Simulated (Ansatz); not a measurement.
# BClH7N3: the cost of one run

All numbers below are computed with Ansatz 0.2.0 (RKS r2SCAN/6-31G*).

## 1. The starting structure

Bond lengths: N2–H3 1.060 Å, N2–H4 1.060 Å, B1–N5 1.550 Å, N5–H6 1.060 Å, N5–H7 1.060 Å, B1–N8 1.550 Å, N8–H9 1.060 Å, N8–H10 1.060 Å, B1–Cl11 2.160 Å, N2–H12 1.151 Å, Cl11–H12 1.400 Å. Angles: H3–N2–H4 120.0°, H3–N2–H12 93.3°, H4–N2–H12 94.4°, B1–N5–H6 120.0°, B1–N5–H7 120.0°, H6–N5–H7 120.0°, N5–B1–N8 120.0°, N5–B1–Cl11 114.2°, N8–B1–Cl11 84.6°, B1–N8–H9 120.0°, B1–N8–H10 120.0°, H9–N8–H10 120.0°, B1–Cl11–H12 67.9°, N2–H12–Cl11 138.3°.

Structure file:

```xyz
12

B     0.0000    0.0000    0.0000
N     0.0000    0.0000    1.9000
H    -0.8770   -0.2713    2.4300
H     0.8770    0.2713    2.4300
N     1.3423    0.0000   -0.7750
H     1.8089   -0.9179   -1.0268
H     1.7937    0.9179   -1.0532
N    -1.3423    0.0000   -0.7750
H    -2.0112   -0.8164   -0.6764
H    -1.5914    0.8164   -1.4036
Cl   -0.6285    1.9511    0.6811
H    -0.3496    1.0854    1.7450
```

## 2. Pulling towards end A

Springs on the bonds that form and break draw the guess towards this end; the thresholds are loose.

input.yaml

```yaml
crystal:
  periodic: [false, false, false]
  atoms:
    - { symbol: B, position_ang: [0.0, 0.0, 0.0] }
    - { symbol: "N", position_ang: [0.0, 0.0, 1.9] }
    - { symbol: H, position_ang: [-0.877, -0.2713, 2.43] }
    - { symbol: H, position_ang: [0.877, 0.2713, 2.43] }
    - { symbol: "N", position_ang: [1.3423, 0.0, -0.775] }
    - { symbol: H, position_ang: [1.8089, -0.9179, -1.0268] }
    - { symbol: H, position_ang: [1.7937, 0.9179, -1.0532] }
    - { symbol: "N", position_ang: [-1.3423, 0.0, -0.775] }
    - { symbol: H, position_ang: [-2.0112, -0.8164, -0.6764] }
    - { symbol: H, position_ang: [-1.5914, 0.8164, -1.4036] }
    - { symbol: Cl, position_ang: [-0.6285, 1.9511, 0.6811] }
    - { symbol: H, position_ang: [-0.3496, 1.0854, 1.745] }
basis:
  gaussian: { orbitals: "6-31G*" }
hamiltonian:
  xc: r2scan
relax:
  f_tol: 0.15
  max_steps: 25
  restrain:
    - { distance: [0, 10], at: 3.06, k: 30.0 }
    - { distance: [11, 1], at: 2.26, k: 30.0 }
    - { distance: [0, 1], at: 1.55, k: 30.0 }
    - { distance: [11, 10], at: 1.37, k: 30.0 }
output:
  orbitals: {}
```

On the command line:

```bash
ansatz run input.yaml --threads 2 --pin off --max-ram 3072MiB --backend cpu --events-out ev --progress --plain --runs-dir out
```

Q: Estimate wall time and peak memory on 2 threads of Arm Neoverse V1, shared host.

About 78 s, with a peak of 0.16 GiB.
